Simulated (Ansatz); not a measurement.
**r2SCAN0/def2-TZVP run of SF2 (sulfur difluoride)**

Aim: the electronic atomisation energy of SF2 (sulfur difluoride) at r2SCAN0/def2-TZVP, from 3 runs. 

The results are computed with Ansatz 0.2.0.

42 further runs of the same task are left out: 42 set aside as unsound or not needed.

**1. The structure to begin with**

The species is SF2 (3 atoms), meant as a singlet with charge 0. As SMILES, `FSF`. Geometry: relaxed at PBE0-D4/def2-TZVP.

Bond lengths: F1–S2 1.590 Å, S2–F3 1.590 Å. Angles: F1–S2–F3 98.6°.

**2. The energy at r2SCAN0/def2-TZVP**

job.yaml

```yaml
crystal:
  periodic: [false, false, false]
  atoms:
    - {symbol: F, position_ang: [0.440140, 1.116450, 0.365400]}
    - {symbol: S, position_ang: [-0.601990, 0.126530, -0.315250]}
    - {symbol: F, position_ang: [0.161840, -1.242970, -0.050150]}
basis:
  gaussian:
    orbitals: def2-TZVP
output: {orbitals: {seedname: orbitals}}
accuracy: high
hamiltonian:
  xc: {name: r2SCAN0}
```

On the command line:

```
$ ansatz run job.yaml --threads 1 --pin off --max-ram 3480MiB --events-out events.jsonl --progress --plain --runs-dir runs
```

Output:

```text
Warning: RAYON_NUM_THREADS=1 ignored (pool sized by the plan → 1); use --threads N
Functional definition: r2SCAN0
  name "r2SCAN0"
  parameter a = 0.25
  parameter k0 = 0.174
  parameter k1 = 0.065
  parameter a1 = 4.9479
  exchange = (1 - a)*r2scan_x(k0 = k0, k1 = k1, a1 = a1) + a*exact_x
  correlation = r2scan_c
1532 factors; integrals over basis functions are off by at most 3.3e-9 eV
mean field evaluation 1: about -16264.7819 eV, gradient 3.4e1 eV
mean field evaluation 2: about -16262.5119 eV, gradient 5.2e1 eV
mean field evaluation 4: about -16266.3344 eV, gradient 5.7e-1 eV
mean field evaluation 8: about -16266.4965 eV, gradient 8.1e-2 eV
mean field evaluation 16: about -16266.4965 eV, gradient 1.6e-6 eV
mean field -16266.49647501 eV, -597.7827196294 hartree, gradient 8.8e-8 eV, S^2 0.000000; 0 other end points of the search recorded, 0 dependent functions left out
reference -16266.49647533 eV, -597.7827196412 hartree; 17, 17 occupied and 82, 82 virtual orbitals, 1532 factors
Total energy: -16266.49647533 eV, -597.7827196412 hartree
```

Run time: 8.4 s. Hardware: 1 thread of Arm Neoverse V1, shared host; peak memory 0.26 GiB.

**3. The F atom**

molecule.yaml

```yaml
crystal:
  periodic: [false, false, false]
  atoms:
    - {symbol: F, position_ang: [0.000000, 0.000000, 0.000000]}
basis:
  gaussian: {orbitals: def2-TZVP}
magnetization: {spin_polarized: true, initial_magnetization: 1}
hamiltonian: {xc: {name: r2SCAN0}}
accuracy: high
```

Run the same way, it converges to -99.72093 Eh (log not shown).

**4. The S atom at the same level**

job.yaml

```yaml
crystal:
  periodic: [false, false, false]
  atoms:
    - {symbol: S, position_ang: [0.000000, 0.000000, 0.000000]}
basis:
  gaussian:
    orbitals: def2-TZVP
accuracy: high
magnetization:
  spin_polarized: true
  initial_magnetization: 2
hamiltonian:
  xc: {name: r2SCAN0}
```

Run the same way, it converges to -398.08344 Eh (log not shown).

**5. Outcome**

Level: r2SCAN0/def2-TZVP.

| quantity | value |
| --- | --- |
| molecule: total energy | -597.78272 Eh |
| molecule: HOMO energy | -7.37 eV |
| molecule: LUMO energy | -1.52 eV |
| molecule: HOMO–LUMO gap | 5.85 eV |
| F atom: total energy | -99.72093 Eh |
| F atom: ⟨S²⟩ | 0.752 |
| S atom: total energy | -398.08344 Eh |
| S atom: ⟨S²⟩ | 2.007 |
| electronic atomisation energy | 7.005 eV |

What this shows: Taking the molecule apart into free atoms costs 7.00 eV (162 kcal/mol), before zero-point energy and without spin-orbit coupling.
